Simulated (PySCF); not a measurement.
# C5H10O2 (2-methylbutanoic acid): the cost of one run

Computed with PySCF 2.14.0 and routines of our own; the level stands in each step. Atoms count from 0.

### Step 1. The starting structure

17 atoms, charge 0, multiplicity 1; geometry from: GFN2-xTB.

### Step 2. Optimising the geometry at PBE0-D3(BJ)/def2-SVP

Job settings and geometry (Å):

```
{"job": {"xc": "PBE0", "basis": "def2-SVP", "d3": "d3bj", "grid": 2, "kind": "geom"}, "charge": 0, "multiplicity": 1}
C      1.625555     1.303295    -0.217185
C      1.180804    -0.097193     0.185565
C     -0.303019    -0.331409    -0.102220
C     -0.693066    -1.795061     0.132547
C     -1.166159     0.509154     0.812822
O     -0.919472     0.795024     1.952909
O     -2.304547     0.884721     0.211788
H      1.438822     1.478010    -1.275009
H      2.688777     1.431233    -0.030347
H      1.086374     2.052706     0.357019
H      1.353635    -0.240895     1.253425
H      1.766509    -0.839583    -0.360013
H     -0.538749    -0.059170    -1.134816
H     -1.748770    -1.948670    -0.078254
H     -0.111241    -2.442621    -0.518503
H     -0.497747    -2.071309     1.166153
H     -2.864702     1.383798     0.827487
```

On the command line:

```sh
> OMP_NUM_THREADS=1 python excited_run.py task.json out
```

One launch serves the whole session: the jobs run in the order shown.

**Question.** How long does this first job take on 1 thread of Intel Xeon 6975P-C, shared host, and how much memory does it need?

About 56 s, with a peak of 0.72 GiB.
